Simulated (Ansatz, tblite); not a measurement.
**SnIH3 (SnH3I): charged states by level of theory**

One table from this session's results is given with a row withheld; the runs are named, their logs left out.

The runs use Ansatz 0.2.0, Gaussian basis; as each input shows.

The runs, in order: charge +1 doublet, at the geometry of the singlet (PBE0-D4/def2-TZVP, PBE-D4/def2-TZVP, r2SCAN-D4/def2-TZVP, CCSD(T)/def2-TZVPP); charge +1 doublet, relaxed (PBE0-D4/def2-TZVP, PBE-D4/def2-TZVP); the starting singlet's energies come from earlier runs.

4 further runs of the same task are left out: 4 set aside as unsound or not needed.

## The structure

The geometry is that of the singlet, from an earlier relaxation (PBE-D4/def2-TZVP).

5 atoms, charge 0, spin multiplicity 1.

Atoms are counted from 1 here; the program's logs count them from 0.

Bond lengths: Sn1–I2 2.708 Å, Sn1–H3 1.715 Å, Sn1–H4 1.715 Å, Sn1–H5 1.715 Å. Angles: I2–Sn1–H3 107.1°, I2–Sn1–H4 107.1°, I2–Sn1–H5 107.1°, H3–Sn1–H4 111.8°, H3–Sn1–H5 111.8°, H4–Sn1–H5 111.8°.

I, Sn take a core potential in the def2 sets. No spin-orbit coupling is included.

The first run:

in.yaml

```yaml
crystal:
  periodic: [false, false, false]
  atoms:
    - {symbol: Sn, position_ang: [-0.001249, 0.002259, -0.239571]}
    - {symbol: I, position_ang: [0.012921, -0.023259, 2.468318]}
    - {symbol: H, position_ang: [1.635621, 0.011872, -0.751526]}
    - {symbol: H, position_ang: [-0.827795, 1.424404, -0.725209]}
    - {symbol: H, position_ang: [-0.819489, -1.415276, -0.752013]}
basis:
  gaussian: {orbitals: def2-TZVP}
total_charge: 1
magnetization: {spin_polarized: true, initial_magnetization: 1}
hamiltonian: {xc: pbe0, dispersion: d4}
output: {orbitals: {seedname: orbitals}}
```

Command:

```
$ ansatz run in.yaml --threads 4 --pin off --events-out ev --progress --plain --max-ram 3916MiB
```

Steps of the session up to this table: Charge +1 doublet at the fixed geometry, PBE0-D4/def2-TZVP; Charge +1 doublet at the fixed geometry, PBE-D4/def2-TZVP; Charge +1 doublet at the fixed geometry, r2SCAN-D4/def2-TZVP; Charge +1 doublet at the fixed geometry, CCSD(T)/def2-TZVPP.

One of the session's tables, all rows but one given; the rest of the session is left out.

It belongs to the step «Vertical ionisation energy». 

| method | vertical ionisation energy (eV) |
| --- | --- |
| HF/def2-TZVPP | 8.80 |
| PBE-D4/def2-TZVP | 9.50 |
| r2SCAN-D4/def2-TZVP | 9.61 |
| PBE0-D4/def2-TZVP | 9.65 |
| MP2/def2-TZVPP | ? |
| CCSD/def2-TZVPP | 9.58 |
| CCSD(T)/def2-TZVPP | 9.64 |

Q: Estimate the row for MP2/def2-TZVPP from the others.

As computed: vertical ionisation energy (eV): 9.76. In the column «vertical ionisation energy (eV)» it is the highest.
